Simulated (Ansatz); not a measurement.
# F6S: the cost of one run

Method: DFT B2PLYP, Gaussian basis cc-pV(T+d)Z, and further levels as typed in the inputs, in Ansatz 0.2.0.

**1. The starting structure**

Bond lengths: S1–F2 1.570 Å, S1–F3 1.570 Å, S1–F4 1.570 Å, S1–F5 1.570 Å, S1–F6 1.570 Å, S1–F7 1.570 Å. Angles (14 of 15 angles, heavy atoms first): F2–S1–F3 180.0°, F2–S1–F4 90.0°, F2–S1–F5 90.0°, F2–S1–F6 90.0°, F2–S1–F7 90.0°, F3–S1–F4 90.0°, F3–S1–F5 90.0°, F3–S1–F6 90.0°, F3–S1–F7 90.0°, F4–S1–F5 180.0°, F4–S1–F6 90.0°, F4–S1–F7 90.0°, F5–S1–F6 90.0°, F5–S1–F7 90.0°.

Structure file:

```xyz
7

S     0.0000    0.0000    0.0000
F     1.5700    0.0000    0.0000
F    -1.5700    0.0000    0.0000
F     0.0000    1.5700    0.0000
F     0.0000   -1.5700    0.0000
F     0.0000    0.0000    1.5700
F     0.0000    0.0000   -1.5700
```

**2. Relaxing the atoms: F6S**

input.yaml

```yaml
relax:
  f_tol: 0.001
  max_steps: 200
crystal:
  periodic: [false, false, false]
  atoms:
    - { symbol: S, position_ang: [0.0, 0.0, 0.0] }
    - { symbol: F, position_ang: [1.57, 0.0, 0.0] }
    - { symbol: F, position_ang: [-1.57, 0.0, 0.0] }
    - { symbol: F, position_ang: [0.0, 1.57, 0.0] }
    - { symbol: F, position_ang: [0.0, -1.57, 0.0] }
    - { symbol: F, position_ang: [0.0, 0.0, 1.57] }
    - { symbol: F, position_ang: [0.0, 0.0, -1.57] }
basis:
  gaussian: { orbitals: "cc-pV(T+d)Z.json" }
hamiltonian:
  xc: { name: B2PLYP }
```

On the command line:

```sh
$ ansatz run input.yaml --threads 4 --pin off --max-ram 14336MiB --backend cpu --events-out ev --progress --plain --runs-dir out
```

Q: Estimate wall time and peak memory on 4 threads of Intel Xeon 6975P-C (Granite Rapids), shared host.

About 41 s, with a peak of 0.84 GiB.
